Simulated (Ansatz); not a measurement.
The system is MgIn2N2.

```
In Mg N
1.0
     1.67015    0.96426    7.77249
    -1.67015    0.96426    7.77249
     0.00000   -1.92852    7.77249
In Mg N
2 1 2
Cartesian
  0.0000 0.0000 13.0810
  0.0000 0.0000 10.2365
  0.0000 0.0000 0.0000
  0.0000 0.0000 16.8521
  0.0000 0.0000 6.4654
```

The cell comes from a database or a generator and needn't be the stable form of this composition.

```yaml
Program: Ansatz 0.2.0
Task: single point
Functional: PBE
Potentials_or_basis: Ansatz PAW
Cutoff: "420 eV (not typed: the program's choice for these potentials)"
k_mesh: 9 × 9 × 9
Occupations: fermi-dirac, width 0.05 eV
Spin: no spin polarisation
```

On this cell: pressure -0.3 GPa; largest force 0.042 eV/Å; band gap on the k mesh 0.31 eV, indirect (least direct gap 0.60 eV).

The same run follows on a disturbed copy (atoms moved at random, drawn with an rms of 0.05 Å):

```xyz
5
Lattice="1.6701 0.9643 7.7725 -1.6701 0.9643 7.7725 0.0000 -1.9285 7.7725" Properties=species:S:1:pos:R:3 pbc="T T T"
In    0.0034   -0.0443   13.0762
In   -0.0065   -0.0051   10.2404
Mg    0.0283    0.0240    0.0351
N    -0.0087   -0.0221   16.8631
N     0.0090   -0.0139    6.4990
```

Task: What changes?

Result: The energy moves by +3.7 meV/atom; pressure -0.5 GPa; largest force 0.464 eV/Å; band gap on the k mesh 0.31 eV, indirect (least direct gap 0.57 eV).

Forces on the atoms (eV/Å):
```
In   0.029  0.159  0.435
In   0.012 -0.067  0.120
Mg  -0.076 -0.105 -0.334
N    0.055  0.111  0.104
N   -0.020 -0.098 -0.325
```

Stress tensor (GPa, compression positive):
```
-0.72 -0.13  0.01
-0.13 -0.35 -0.54
 0.01 -0.54 -0.41
```

Caveats: odd divisions of the mesh miss points on the zone boundary, where band edges often lie, so the gap on the mesh can be too wide; spin-orbit coupling is left out, which moves the levels of the heavy elements.

A k mesh can miss the band edges.
